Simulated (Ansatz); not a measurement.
Crystal: FeAu.

```xyz
2
Lattice="1.4117 0.8151 4.4695 -1.4117 0.8151 4.4695 0.0000 -1.6301 4.4695" Properties=species:S:1:pos:R:3 pbc="T T T"
Au    0.0000    0.0000    0.0000
Fe    0.0000    0.0000    6.7042
```

The cell comes from a database or a generator and needn't be the stable form of this composition.

Base run:

* Program: Ansatz 0.2.0
* Functional: PBE
* Potentials or basis: Ansatz PAW
* Cutoff: 420 eV (not typed: the program's choice for these potentials)
* k mesh: 9 × 9 × 9
* Occupations: fermi-dirac, width 0.05 eV
* Spin: collinear spin, ferromagnetic start
* Starting moments: [0.0, 2.2] μB
* Fixed moment: 2.2 μB

Its results: pressure -4.8 GPa; site moments Au -0.05; Fe +2.40 μB.

Task: The run is repeated on the same cell with these changes: fixed moment from 2.2 μB to 4.5 μB; moments at the start from [0.0, 2.2] to [0.0, 4.5]. What comes out?

Result: Pressure 11.4 GPa; site moments Au +0.48; Fe +3.71 μB.

Caveats: the total moment is fixed, so each spin has its own Fermi level; the thresholds are loose for stress.
